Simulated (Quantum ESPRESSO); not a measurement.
# Sr2TlO6 (Fm-3m) in Quantum ESPRESSO: reference runs

How does Sr2TlO6 come out in PBE? The cell is run as given.

Program: Quantum ESPRESSO 7.5. These are calculated values, not measurements. Logs are shortened: lines on timing, memory, paths and dates and some standing lists are left out, and cuts for length are marked.

**1. The crystal as given**

The structure is cubic, space group Fm-3m (No. 225). Conventional cell: a = 8.098 Å, b = 8.098 Å, c = 8.098 Å, α = 90.00°, β = 90.00°, γ = 90.00°. Sr (site symmetry -43m) has 12 O at 2.86 Å as nearest neighbours. Tl (site symmetry m-3m) is surrounded by 6 O at 1.94 Å. Around O (site symmetry 4mm) lie 1 Tl at 1.94 Å.

The cell was built by a generator and needn't be a form met in nature.

**2. Single point, PBE**

pw.in

```
&CONTROL
  calculation = 'scf'
  prefix = 'pwscf'
  outdir = './tmp'
  pseudo_dir = './pseudo'
  tprnfor = .true.
  tstress = .true.
  disk_io = 'nowf'
/
&SYSTEM
  ibrav = 0
  nat = 9
  ntyp = 3
  ecutwfc = 55
  ecutrho = 440
  nbnd = 46
  occupations = 'smearing'
  smearing = 'fd'
  degauss = 0.00367493
/
&ELECTRONS
  conv_thr = 1.8d-09
  electron_maxstep = 120
  mixing_beta = 0.5
/
ATOMIC_SPECIES
Sr    87.6200 Sr_pbe_v1.uspp.F.UPF
Tl   204.3800 Tl_pbe_v1.2.uspp.F.UPF
O     15.9990 O.pbe-n-kjpaw_psl.0.1.UPF
CELL_PARAMETERS angstrom
   0.0000000000    4.0490643000    4.0490643000
   4.0490643000    0.0000000000    4.0490643000
   4.0490643000    4.0490643000    0.0000000000
ATOMIC_POSITIONS crystal
Sr     0.2500000000    0.2500000000    0.2500000000
Sr     0.7500000000    0.7500000000    0.7500000000
Tl     0.0000000000    0.0000000000    0.0000000000
O      0.7600000100    0.2399999900    0.2399999900
O      0.2399999900    0.7600000100    0.2399999900
O      0.2399999900    0.7600000100    0.7600000100
O      0.7600000100    0.2399999900    0.7600000100
O      0.2399999900    0.2399999900    0.7600000100
O      0.7600000100    0.7600000100    0.2399999900
K_POINTS automatic
6 6 6 0 0 0
```

Potentials or basis: SSSP 1.3 efficiency PBE.

On the command line:

```console
> OMP_NUM_THREADS=1 pw.x -in pw.in > pw.out
```

pw.out:

```text
This program is part of the open-source Quantum ESPRESSO suite
     for quantum simulation of materials; please cite
         "P. Giannozzi et al., J. Phys.:Condens. Matter 21 395502 (2009);
         "P. Giannozzi et al., J. Phys.:Condens. Matter 29 465901 (2017);
         "P. Giannozzi et al., J. Chem. Phys. 152 154105 (2020);
     in publications or presentations arising from this work. More details at

     file O.pbe-n-kjpaw_psl.0.1.UPF: wavefunction(s)  2P renormalized
     Message from routine setup:
     using ibrav=0 with symmetry is DISCOURAGED, use correct ibrav instead

     G-vector sticks info
     --------------------
     sticks:   dense  smooth     PW     G-vecs:    dense   smooth      PW
     Sum        3559    1789    511               139559    49493    7631

     Using Slab Decomposition

     bravais-lattice index     =            0
     lattice parameter (alat)  =      10.8210  a.u.
     unit-cell volume          =     895.9641 (a.u.)^3
     number of atoms/cell      =            9
     number of atomic types    =            3
     number of electrons       =        69.00
     number of Kohn-Sham states=           46
     kinetic-energy cutoff     =      55.0000  Ry
     charge density cutoff     =     440.0000  Ry
     scf convergence threshold =      1.8E-09
     mixing beta               =       0.5000
     number of iterations used =            8  plain     mixing
     Exchange-correlation= SLA  PW   PBX  PBC
                           (   1   4   3   4   0   0   0)

     celldm(1)=  10.821028  celldm(2)=   0.000000  celldm(3)=   0.000000
     celldm(4)=   0.000000  celldm(5)=   0.000000  celldm(6)=   0.000000

     crystal axes: (cart. coord. in units of alat)
               a(1) = (   0.000000   0.707107   0.707107 )
               a(2) = (   0.707107   0.000000   0.707107 )
               a(3) = (   0.707107   0.707107   0.000000 )

     reciprocal axes: (cart. coord. in units 2 pi/alat)
               b(1) = ( -0.707107  0.707107  0.707107 )
               b(2) = (  0.707107 -0.707107  0.707107 )
               b(3) = (  0.707107  0.707107 -0.707107 )

     PseudoPot. # 1 for Sr read from file:
     Sr_pbe_v1.uspp.F.UPF
     Pseudo is Ultrasoft + core correction, Zval = 10.0
     Generated by new atomic code, or converted to UPF format
     Using radial grid of  883 points,  6 beta functions with:
                l(1) =   0
                l(2) =   0
                l(3) =   1
                l(4) =   1
                l(5) =   2
                l(6) =   2
     Q(r) pseudized with  6 coefficients,  rinner =    1.400   1.400   1.400
                                                       1.400   1.400

     PseudoPot. # 2 for Tl read from file:
[... 178 lines left out ...]

   -25.9923 -25.9571 -11.4126 -10.8041 -10.8041  -9.8809  -9.8809  -9.8809
    -8.1298  -8.1298  -8.1298  -7.9351  -7.9351  -7.9351  -4.7604  -4.7604
    -4.7604  -3.5085  -3.5085   0.4103   3.3953   3.3953   3.3953   4.9393
     4.9393   4.9393   5.6741   5.6741   5.6741   6.0559   6.0559   6.0559
     6.6723   6.6723   6.6723   8.0021   8.0021  12.0332  12.4910  12.4910
    13.7668  13.7668  13.7668  14.8058  14.8058  14.8058
[... 57 lines left out ...]
   -25.9788 -25.9687 -11.3976 -10.8967 -10.8793 -10.1685  -9.9525  -9.8669
    -8.0194  -7.9441  -7.8829  -7.8749  -7.8033  -7.7842  -4.8137  -4.7866
    -4.7772  -3.6178  -3.6127   1.0218   3.0694   3.7158   4.0008   4.6093
     4.8351   4.9460   5.0711   5.2531   5.3912   5.6929   5.8559   5.9292
     6.1104   6.1167   6.3618   7.6380   7.7033  13.7388  13.7454  14.0591
    14.4612  14.6329  14.6940  15.1333  15.3709  15.4131

          k = 0.0000-0.2357 0.2357 (  6157 PWs)   bands (ev):

   -25.9859 -25.9624 -11.4069 -10.8618 -10.8388 -10.0453  -9.9750  -9.8396
    -8.0771  -7.9721  -7.9500  -7.9156  -7.8992  -7.8538  -4.7913  -4.7752
    -4.7692  -3.5873  -3.5527   0.7408   3.2369   3.4644   3.7956   4.7093
     4.9246   4.9816   5.3088   5.4624   5.6155   5.6650   5.9446   5.9925
     6.2662   6.3933   6.5352   7.7545   7.8374  12.9839  13.1323  13.2332
    14.2587  14.3256  14.3728  15.0627  15.0739  15.2325
[... 21 lines left out ...]
   -25.9736 -25.9735 -11.4008 -10.9641 -10.8597 -10.1177  -9.9826  -9.9533
    -7.9712  -7.8942  -7.8299  -7.8205  -7.8028  -7.7727  -4.8112  -4.8073
    -4.7841  -3.7065  -3.5844   1.2037   3.2880   3.7141   3.8909   4.5012
     4.5882   4.9771   5.1421   5.3425   5.3503   5.5203   5.6896   5.8336
     5.9597   6.1472   6.3204   7.2945   7.7744  14.1561  14.2826  14.3912
    14.4212  15.0283  15.1935  15.3525  15.4043  15.7055

          k =-0.7071 0.0000 0.0000 (  6218 PWs)   bands (ev):

   -25.9792 -25.9677 -11.4443 -10.9595 -10.7876 -10.1109 -10.1109  -9.9050
    -7.9180  -7.9180  -7.8735  -7.7753  -7.7753  -7.7545  -4.8328  -4.7900
    -4.7900  -3.8112  -3.4987   1.2704   3.4913   3.4913   3.9394   4.2494
     4.6687   5.1014   5.2832   5.2832   5.4769   5.4769   5.7563   5.7563
     5.8441   5.8441   6.6109   6.7425   7.9967  13.9504  13.9928  14.2690
    14.7633  14.8885  15.1315  15.8841  15.8844  15.9081
[... 12 lines left out ...]
   -25.9736 -25.9735 -11.4000 -10.9741 -10.8488 -10.1230  -9.9724  -9.9600
    -7.9420  -7.9223  -7.8409  -7.8309  -7.7978  -7.7572  -4.8151  -4.8020
    -4.7855  -3.7062  -3.5846   1.2042   3.2753   3.7678   3.8445   4.5279
     4.5537   5.0527   5.0936   5.2780   5.3774   5.6134   5.7266   5.7550
     5.8667   6.2429   6.2807   7.3152   7.7615  14.2213  14.2716  14.2914
    14.6641  14.7599  15.1233  15.3210  15.5431  15.6017

          k =-0.7071 0.2357 0.0000 (  6156 PWs)   bands (ev):

   -25.9763 -25.9706 -11.4148 -10.9878 -10.8237 -10.0708 -10.0616  -9.9588
    -7.9094  -7.8822  -7.8807  -7.8095  -7.7937  -7.7417  -4.8215  -4.8001
    -4.7897  -3.7604  -3.5508   1.2682   3.5172   3.5836   3.8054   4.3627
     4.5856   5.0713   5.1954   5.2792   5.5477   5.5675   5.5675   5.7005
     5.7654   6.0882   6.4565   7.0671   7.8489  14.1368  14.3605  14.3953
    14.5381  15.0823  15.1784  15.5344  15.7050  15.7266

     the Fermi energy is     6.4912 ev

!    total energy              =    -534.87671438 Ry
     estimated scf accuracy    <          1.2E-10 Ry
     smearing contrib. (-TS)   =      -0.00379620 Ry
     internal energy E=F+TS    =    -534.87291818 Ry

     The total energy is F=E-TS. E is the sum of the following terms:
     one-electron contribution =    -120.99226985 Ry
     hartree contribution      =     103.52777565 Ry
     xc contribution           =    -143.00021029 Ry
     ewald contribution        =    -317.20606072 Ry
     one-center paw contrib.   =     -57.20215297 Ry

     convergence has been achieved in  11 iterations

     negative rho (up, down):  1.864E-01 0.000E+00

     Forces acting on atoms (cartesian axes, Ry/au):

     atom    1 type  1   force =    -0.00000000    0.00000000    0.00000000
     atom    2 type  1   force =     0.00000000    0.00000000   -0.00000000
     atom    3 type  2   force =    -0.00000000   -0.00000000    0.00000000
     atom    4 type  3   force =     0.06625032   -0.00000000    0.00000000
     atom    5 type  3   force =     0.00000000    0.06625032   -0.00000000
     atom    6 type  3   force =    -0.06625032    0.00000000   -0.00000000
     atom    7 type  3   force =    -0.00000000   -0.06625032    0.00000000
     atom    8 type  3   force =     0.00000000   -0.00000000    0.06625032
     atom    9 type  3   force =     0.00000000   -0.00000000   -0.06625032

     Total force =     0.162279     Total SCF correction =     0.000014

     Computing stress (Cartesian axis) and pressure

     negative rho (up, down):  1.864E-01 0.000E+00
          total   stress  (Ry/bohr**3)                   (kbar)     P=       62.02
   0.00042160   0.00000000  -0.00000000           62.02        0.00       -0.00
  -0.00000000   0.00042160  -0.00000000           -0.00       62.02       -0.00
  -0.00000000  -0.00000000   0.00042160           -0.00       -0.00       62.02

=------------------------------------------------------------------------------=
   JOB DONE.
=------------------------------------------------------------------------------=
```

It took 64 s on 1 thread of AMD EPYC 9R45 (Zen 5), shared host; peak memory 0.61 GiB.

What came out:

- Free energy: -7277.3684 eV
- Pressure: 6.2 GPa
- Largest force: 1.703 eV/Å
- Band gap on the k mesh: none (metal or under the smearing width)

Forces on the atoms (eV/Å):
```
Sr   0.000  0.000  0.000
Sr   0.000  0.000  0.000
Tl   0.000  0.000  0.000
O    1.703  0.000  0.000
O    0.000  1.703  0.000
O   -1.703  0.000  0.000
O    0.000 -1.703  0.000
O    0.000  0.000  1.703
O    0.000  0.000 -1.703
```

Caveat: an odd number of electrons without spin polarisation forces a metal; a magnetic or distorted state may lie lower.
